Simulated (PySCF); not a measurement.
# C₂H₆I₂Se: NMR shieldings, spin-spin couplings

Aim: compute the NMR shieldings, spin-spin couplings of C₂H₆I₂Se (`C[Se](C)(I)I`).

Programs: PySCF 2.14.0, with routines of our own; each step states its level. All values are computed. Atoms count from 0.

## 1. The starting structure

11 atoms, charge 0, multiplicity 1; geometry from: GFN2-xTB.

## 2. NMR shieldings: PBE/pcJ-1 I:dyall-v2z Se:dyall-v2z, non-relativistic

Job settings and geometry (Å):

```
{"job": {"kind": "hnmr", "xc": "PBE", "basis": {"default": "pcJ-1", "I": "dyall-v2z", "Se": "dyall-v2z"}, "rel": "nr"}, "charge": 0, "multiplicity": 1}
Se    -0.613480    -0.796960     0.014460
I     -0.696640    -0.847260     2.686250
I     -0.682640    -0.945580    -2.654460
C      1.323910    -0.705950    -0.005270
H      1.695990    -1.726990    -0.113080
H      1.679270    -0.277950     0.931060
H      1.640770    -0.106860    -0.858170
C     -1.021200     1.099180    -0.001620
H     -2.103160     1.198590     0.106840
H     -0.701070     1.533960    -0.947510
H     -0.521770     1.575810     0.841490
```

With the program's defaults for keys left out, this is: PBE/pcJ-1 I:dyall-v2z Se:dyall-v2z GIAO NMR shielding, non-relativistic, Gaussian nuclei, gas phase.

Run with:

```console
$ OMP_NUM_THREADS=1 python heavy_run.py task.json out
```

The driver reads the jobs from task.json and runs them one after another.

The program printed:

```text
non-relativistic SCF
coarse grid: 48576 points
cycle   1  E = -16320.2454947712  dE = -5.077e+02  |g| = 1.396e+01  |ddm| = 4.556e+00
cycle   2  E = -16320.2788368749  dE = -3.334e-02  |g| = 4.177e+00  |ddm| = 2.221e+00
cycle   3  E = -16320.1768755540  dE =  1.020e-01  |g| = 2.560e+00  |ddm| = 3.204e+00
cycle   4  E = -16320.6907974626  dE = -5.139e-01  |g| = 9.728e-01  |ddm| = 2.677e+00
cycle   5  E = -16320.8595004467  dE = -1.687e-01  |g| = 1.827e-01  |ddm| = 1.020e+00
cycle   6  E = -16320.8641873005  dE = -4.687e-03  |g| = 8.296e-02  |ddm| = 3.312e-01
cycle   7  E = -16320.8659689769  dE = -1.782e-03  |g| = 3.136e-02  |ddm| = 1.451e-01
cycle   8  E = -16320.8662204633  dE = -2.515e-04  |g| = 3.477e-03  |ddm| = 3.104e-02
cycle   9  E = -16320.8662228575  dE = -2.394e-06  |g| = 2.219e-03  |ddm| = 1.000e-02
final grid: 95816 points
cycle  10  E = -16320.8666805319  dE =  1.503e-05  |g| = 6.581e-03  |ddm| = 2.055e-02
cycle  11  E = -16320.8665459144  dE =  1.346e-04  |g| = 1.937e-02  |ddm| = 6.096e-02
cycle  12  E = -16320.8666976721  dE = -1.518e-04  |g| = 3.460e-04  |ddm| = 4.588e-02
cycle  13  E = -16320.8666976647  dE =  7.374e-09  |g| = 3.912e-04  |ddm| = 9.240e-04
cycle  14  E = -16320.8666977035  dE = -3.874e-08  |g| = 1.046e-04  |ddm| = 4.879e-04
cycle  15  E = -16320.8666977045  dE = -1.030e-09  |g| = 8.491e-06  |ddm| = 8.919e-05
converged SCF energy = -16320.8666977045
check of the scalar solution
cycle   1  E = -16320.8666977044  dE = -1.632e+04  |FDS-SDF| = 8.491e-06
cycle   2  E = -16320.8666977045  dE = -8.367e-11  |FDS-SDF| = 1.475e-05
converged, E = -16320.8666977045

Field gradients (au) and densities at the nuclei (bohr^-3)
atom        Vxx        Vyy        Vzz        centre      nuclear mean
  0 Se     1.0578     1.4738    -2.5316      26794.458      26774.071
  1 I     -3.0503    -3.4625     6.5129     104154.630     103778.268
  2 I     -3.0534    -3.4610     6.5145     104154.629     103778.268
  3 C     -0.1530    -0.1951     0.3481        125.562        125.559
  4 H     -0.1356    -0.1568     0.2924          0.474          0.474
  5 H     -0.1376    -0.1546     0.2922          0.476          0.476
  6 H     -0.1371    -0.1557     0.2928          0.476          0.476
  7 C     -0.1531    -0.1948     0.3479        125.562        125.559
  8 H     -0.1357    -0.1570     0.2927          0.474          0.474
  9 H     -0.1376    -0.1547     0.2922          0.476          0.476
 10 H     -0.1368    -0.1553     0.2922          0.476          0.476

Core orbital energies (eV)
atom   shell        mean    spread
  0 Se 1s       -12302.637   0.000
  0 Se 2s        -1563.360   0.000
  0 Se 3s         -207.792   0.000
  0 Se 4s          -20.755   0.000
  0 Se 2p        -1403.996   0.056
  0 Se 3p         -153.004   0.185
  0 Se 3d          -56.094   0.175
  1 I  1s       -31644.837   0.000
  1 I  2s        -4766.446   0.000
  1 I  3s         -958.780   0.000
  1 I  4s         -165.591   0.000
  1 I  5s          -15.649   0.000
  1 I  2p        -4479.151   0.043
  1 I  3p         -837.968   0.116
  1 I  4p         -123.344   0.300
  1 I  3d         -613.434   0.099
  1 I  4d          -51.383   0.330
  2 I  1s       -31644.836   0.000
  2 I  2s        -4766.445   0.000
  2 I  3s         -958.779   0.000
  2 I  4s         -165.590   0.000
  2 I  5s          -15.647   0.000
  2 I  2p        -4479.150   0.043
  2 I  3p         -837.967   0.116
  2 I  4p         -123.342   0.300
  2 I  3d         -613.433   0.099
  2 I  4d          -51.382   0.330

Shielding tensors (ppm)
atom      isotropic    diamagn.    paramagn.     s11        s22        s33       span
  0 Se     1626.62     2991.68    -1365.05    1387.30    1438.53    2054.04     666.75
  1 I      3311.89     5505.17    -2193.28    2266.55    2545.33    5123.77    2857.22
  2 I      3313.95     5505.17    -2191.22    2266.09    2551.55    5124.20    2858.11
  3 C       124.88      251.43     -126.55      60.37     133.44     180.83     120.46
  4 H        28.28       28.70       -0.42      22.99      26.41      35.45      12.46
  5 H        28.88       28.92       -0.04      21.79      30.06      34.78      12.99
  6 H        28.80       28.97       -0.17      22.13      29.42      34.85      12.72
  7 C       124.89      251.45     -126.55      60.32     133.52     180.84     120.53
  8 H        28.28       28.70       -0.42      23.01      26.38      35.46      12.45
  9 H        28.89       28.92       -0.04      21.81      30.04      34.80      12.99
 10 H        28.79       28.96       -0.17      22.09      29.46      34.82      12.73
```

Wall time 62 s (1 thread of Arm Neoverse V1, shared host); peak memory 1.6 GiB.

Orbitals, density, ELF and potential are computed afterwards from the orbital file.

Frontier orbitals at PBE/dyall-v2z+pcJ-1, with the share of their density that lies nearest to each atom:

```
orbital  energy (eV)                           lies on
   HOMO        -5.84  I1, I2 about 43 % each; Se0 10 %
   LUMO        -2.99  Se0 32 %; I1, I2 about 31 % each
```

ELF in a plane through or near 4 of the atoms.

Ten even steps from '0' (0.00) to '9' (1.00):
```
0000000000000000000000000000
0000000000000000000000000000
0000000000001222100000000000
0000000000124444320000000000
0000000000245666541000000000
0000000000014565310000000000
0000000145200010000000000000
0000000699981000699730000000
0000000589992003999840000000
0000001357762003898531100000
0000011358983002677531000000
0000000489993003999850000000
0000000379960001899960000000
0000000000000100024310000000
0000000000135654100000000000
0000000001456665420000000000
0000000000234444210000000000
0000000000012221000000000000
0000000000000000000000000000
0000000000000000000000000000
```
The map spans 10.0 Å across and 10.5 Å up, centred on the molecule. Atoms in the plane (x, y in Å): H5 (-1.5, 1.0), H6 (-1.4, -0.8), H9 (1.5, -1.0), H10 (1.4, 0.8).

On the surface of density 0.002 e/bohr³ the electrostatic potential runs, from the 1st to the 99th percentile, from -0.65 V near I2 to 1.46 V near H4.

## 3. Spin-spin couplings: PBE/pcJ-1 I:dyall-v2z Se:dyall-v2z, non-relativistic

Settings changed since step 2:

```diff
@@ -1,2 +1,2 @@
-{"job": {"kind": "hnmr", "xc": "PBE", "basis": {"default": "pcJ-1", "I": "dyall-v2z", "Se": "dyall-v2z"}, "rel": "nr"}, "charge": 0, "multiplicity": 1}
+{"job": {"kind": "hj", "xc": "PBE", "basis": {"default": "pcJ-1", "I": "dyall-v2z", "Se": "dyall-v2z"}, "rel": "nr", "atoms": [1]}, "charge": 0, "multiplicity": 1}
 Se    -0.613480    -0.796960     0.014460
```

With the program's defaults for keys left out, this is: PBE/pcJ-1 I:dyall-v2z Se:dyall-v2z indirect spin-spin coupling, non-relativistic, Gaussian nuclei, gas phase.

The program printed:

```text
non-relativistic SCF
coarse grid: 48576 points
cycle   1  E = -16320.2454947712  dE = -5.077e+02  |g| = 1.396e+01  |ddm| = 4.556e+00
cycle   2  E = -16320.2788368749  dE = -3.334e-02  |g| = 4.177e+00  |ddm| = 2.221e+00
cycle   3  E = -16320.1768755540  dE =  1.020e-01  |g| = 2.560e+00  |ddm| = 3.204e+00
cycle   4  E = -16320.6907974626  dE = -5.139e-01  |g| = 9.728e-01  |ddm| = 2.677e+00
cycle   5  E = -16320.8595004467  dE = -1.687e-01  |g| = 1.827e-01  |ddm| = 1.020e+00
cycle   6  E = -16320.8641873005  dE = -4.687e-03  |g| = 8.296e-02  |ddm| = 3.312e-01
cycle   7  E = -16320.8659689769  dE = -1.782e-03  |g| = 3.136e-02  |ddm| = 1.451e-01
cycle   8  E = -16320.8662204633  dE = -2.515e-04  |g| = 3.477e-03  |ddm| = 3.104e-02
cycle   9  E = -16320.8662228575  dE = -2.394e-06  |g| = 2.219e-03  |ddm| = 1.000e-02
final grid: 95816 points
cycle  10  E = -16320.8666805319  dE =  1.503e-05  |g| = 6.581e-03  |ddm| = 2.055e-02
cycle  11  E = -16320.8665459144  dE =  1.346e-04  |g| = 1.937e-02  |ddm| = 6.096e-02
cycle  12  E = -16320.8666976721  dE = -1.518e-04  |g| = 3.460e-04  |ddm| = 4.588e-02
cycle  13  E = -16320.8666976647  dE =  7.374e-09  |g| = 3.912e-04  |ddm| = 9.240e-04
cycle  14  E = -16320.8666977035  dE = -3.874e-08  |g| = 1.046e-04  |ddm| = 4.879e-04
cycle  15  E = -16320.8666977045  dE = -1.030e-09  |g| = 8.491e-06  |ddm| = 8.919e-05
converged SCF energy = -16320.8666977045
two-component SCF
cycle   1  E = -16320.8666977043  dE = -1.632e+04  |FDS-SDF| = 8.491e-06
cycle   2  E = -16320.8666977045  dE = -1.965e-10  |FDS-SDF| = 1.475e-05
converged, E = -16320.8666977045

Indirect spin-spin couplings
  i        j     bonds      J/Hz   K/1e19 T2/J   anisotropy/Hz
  1 127I    0  77Se   1      564.13     1216.83      -416.7
  1 127I    2 127I    2      183.03      375.42       594.0
  1 127I    3  13C    2        0.74        1.22        47.5
  1 127I    4   1H    3        0.94        0.39        -3.2
  1 127I    5   1H    3        2.57        1.06        19.5
  1 127I    6   1H    3       -0.34       -0.14        21.2
  1 127I    7  13C    2        0.63        1.03        47.0
  1 127I    8   1H    3        0.57        0.23        -3.1
  1 127I    9   1H    3        0.62        0.26        27.6
  1 127I   10   1H    3        3.50        1.45        18.2
```

Run time: 50 s. Hardware: 1 thread of Arm Neoverse V1, shared host; peak memory 1.6 GiB.

## 4. NMR shieldings: PBE/pcJ-1 I:dyall-v2z Se:dyall-v2z, spin-free

Settings changed since step 3:

```diff
@@ -1,2 +1,2 @@
-{"job": {"kind": "hj", "xc": "PBE", "basis": {"default": "pcJ-1", "I": "dyall-v2z", "Se": "dyall-v2z"}, "rel": "nr", "atoms": [1]}, "charge": 0, "multiplicity": 1}
+{"job": {"kind": "hnmr", "xc": "PBE", "basis": {"default": "pcJ-1", "I": "dyall-v2z", "Se": "dyall-v2z"}, "rel": "sf"}, "charge": 0, "multiplicity": 1}
 Se    -0.613480    -0.796960     0.014460
```

With the program's defaults for keys left out, this is: PBE/pcJ-1 I:dyall-v2z Se:dyall-v2z GIAO NMR shielding, spin-free X2C, Gaussian nuclei, gas phase.

The program printed:

```text
spin-free SCF
coarse grid: 48576 points
cycle   1  E = -16739.7968365703  dE = -4.022e-01  |g| = 7.137e-01  |ddm| = 2.973e+00
cycle   2  E = -16739.6024609590  dE =  1.944e-01  |g| = 1.174e+00  |ddm| = 1.819e+00
cycle   3  E = -16739.8743076207  dE = -2.718e-01  |g| = 1.805e-01  |ddm| = 1.291e+00
cycle   4  E = -16739.8786486371  dE = -4.341e-03  |g| = 1.075e-01  |ddm| = 3.178e-01
cycle   5  E = -16739.8808625673  dE = -2.214e-03  |g| = 2.131e-02  |ddm| = 1.162e-01
cycle   6  E = -16739.8809785943  dE = -1.160e-04  |g| = 1.171e-02  |ddm| = 4.631e-02
cycle   7  E = -16739.8810069244  dE = -2.833e-05  |g| = 9.689e-04  |ddm| = 1.167e-02
cycle   8  E = -16739.8810060240  dE =  9.004e-07  |g| = 1.752e-03  |ddm| = 5.848e-03
final grid: 95816 points
cycle   9  E = -16739.8831028207  dE = -3.411e-06  |g| = 1.022e-02  |ddm| = 1.618e-02
cycle  10  E = -16739.8830054860  dE =  9.733e-05  |g| = 1.642e-02  |ddm| = 4.932e-02
cycle  11  E = -16739.8830947298  dE = -8.924e-05  |g| = 6.980e-03  |ddm| = 5.301e-02
cycle  12  E = -16739.8831143269  dE = -1.960e-05  |g| = 4.271e-04  |ddm| = 1.584e-02
cycle  13  E = -16739.8831143804  dE = -5.341e-08  |g| = 5.261e-05  |ddm| = 5.688e-04
cycle  14  E = -16739.8831143805  dE = -1.673e-10  |g| = 1.062e-05  |ddm| = 3.674e-05
converged SCF energy = -16739.8831143805
check of the scalar solution
cycle   1  E = -16739.8831143808  dE = -1.674e+04  |FDS-SDF| = 1.062e-05
cycle   2  E = -16739.8831143804  dE =  4.256e-10  |FDS-SDF| = 1.898e-05
converged, E = -16739.8831143804

Field gradients (au) and densities at the nuclei (bohr^-3)
atom        Vxx        Vyy        Vzz        centre      nuclear mean
  0 Se     1.0839     1.3868    -2.4706      36635.074      36586.678
  1 I     -3.6220    -4.0475     7.6695     246112.809     238292.620
  2 I     -3.6254    -4.0462     7.6716     246112.808     238292.619
  3 C     -0.1529    -0.1952     0.3481        126.144        126.142
  4 H     -0.1356    -0.1568     0.2924          0.474          0.474
  5 H     -0.1379    -0.1544     0.2923          0.476          0.476
  6 H     -0.1374    -0.1555     0.2929          0.476          0.476
  7 C     -0.1530    -0.1949     0.3479        126.144        126.142
  8 H     -0.1358    -0.1569     0.2927          0.474          0.474
  9 H     -0.1379    -0.1545     0.2923          0.476          0.476
 10 H     -0.1371    -0.1552     0.2923          0.476          0.476
without picture change
  0 Se                          -2.5534                     58415.861
  1 I                            8.3525                    538550.651
  2 I                            8.3548                    538550.647

Core orbital energies (eV)
atom   shell        mean    spread
  0 Se 1s       -12492.241   0.000
  0 Se 2s        -1607.079   0.000
  0 Se 3s         -214.918   0.000
  0 Se 4s          -21.051   0.000
  0 Se 2p        -1413.806   0.052
  0 Se 3p         -154.471   0.166
  0 Se 3d          -54.720   0.161
  1 I  1s       -32916.267   0.000
  1 I  2s        -5084.893   0.000
  1 I  3s        -1025.452   0.000
  1 I  4s         -178.973   0.000
  1 I  5s          -16.781   0.000
  1 I  2p        -4567.461   0.043
  1 I  3p         -857.331   0.117
  1 I  4p         -126.196   0.302
  1 I  3d         -603.768   0.102
  1 I  4d          -48.922   0.342
  2 I  1s       -32916.266   0.000
  2 I  2s        -5084.892   0.000
  2 I  3s        -1025.451   0.000
  2 I  4s         -178.972   0.000
  2 I  5s          -16.780   0.000
  2 I  2p        -4567.460   0.043
  2 I  3p         -857.330   0.117
  2 I  4p         -126.195   0.302
  2 I  3d         -603.766   0.102
  2 I  4d          -48.920   0.342

Shielding tensors (ppm)
atom      isotropic    diamagn.    paramagn.     s11        s22        s33       span
  0 Se     1587.00     3004.82    -1417.82    1360.21    1417.78    1983.01     622.80
  1 I      3170.54     5560.46    -2389.91    1955.53    2266.89    5289.21    3333.68
  2 I      3172.72     5560.46    -2387.74    1955.02    2273.47    5289.68    3334.66
  3 C       124.02      251.59     -127.57      60.60     130.81     180.66     120.06
  4 H        28.29       28.77       -0.48      22.98      26.46      35.45      12.47
  5 H        28.83       29.05       -0.22      21.77      29.95      34.76      13.00
  6 H        28.76       29.11       -0.35      22.12      29.32      34.84      12.73
  7 C       124.04      251.61     -127.57      60.55     130.88     180.67     120.12
  8 H        28.29       28.77       -0.48      22.99      26.44      35.46      12.46
  9 H        28.83       29.05       -0.21      21.79      29.93      34.78      12.99
 10 H        28.74       29.10       -0.35      22.07      29.35      34.81      12.74
```

Run time: 70 s. Hardware: 1 thread of Arm Neoverse V1, shared host; peak memory 1.8 GiB.

## 5. Shieldings side by side

```
                                                         run      I1      I2     Se0     C7     C3    H5    H9  time
step 2, PBE/pcJ-1 I:dyall-v2z Se:dyall-v2z, non-relativistic  3311.9  3313.9  1626.6  124.9  124.9  28.9  28.9  62 s
       step 4, PBE/pcJ-1 I:dyall-v2z Se:dyall-v2z, spin-free  3170.5  3172.7  1587.0  124.0  124.0  28.8  28.8  70 s
```

## 6. What came out

| quantity | value |
| --- | --- |
| shieldings (step 2, PBE/pcJ-1 I:dyall-v2z Se:dyall-v2z, non-relativistic) | Se0 1626.6, I1 3311.9, I2 3313.9, C3 124.9, C7 124.9 ppm |
| surface potential, 1st and 99th percentile | -0.65 V and 1.46 V |
| largest reduced coupling (step 3, PBE/pcJ-1 I:dyall-v2z Se:dyall-v2z, non-relativistic) | I1–Se0: J = 564.1 Hz, K = 1217·10¹⁹ T²/J |
| shieldings (step 4, PBE/pcJ-1 I:dyall-v2z Se:dyall-v2z, spin-free) | Se0 1587.0, I1 3170.5, I2 3172.7, C3 124.0, C7 124.0 ppm |

What this shows: At PBE/dyall-v2z+pcJ-1, counted by nearest atom on the grid, the HOMO lies on I1, I2 about 43 % each; Se0 10 %, the LUMO on Se0 32 %; I1, I2 about 31 % each. Couplings to heavy atoms from non-relativistic runs lack large relativistic terms. I1 (with its equivalent atoms) moves most between the runs, by 141 ppm; the labels say what changes from run to run. No run holds spin-orbit coupling, which is large for shieldings at and beside heavy atoms.
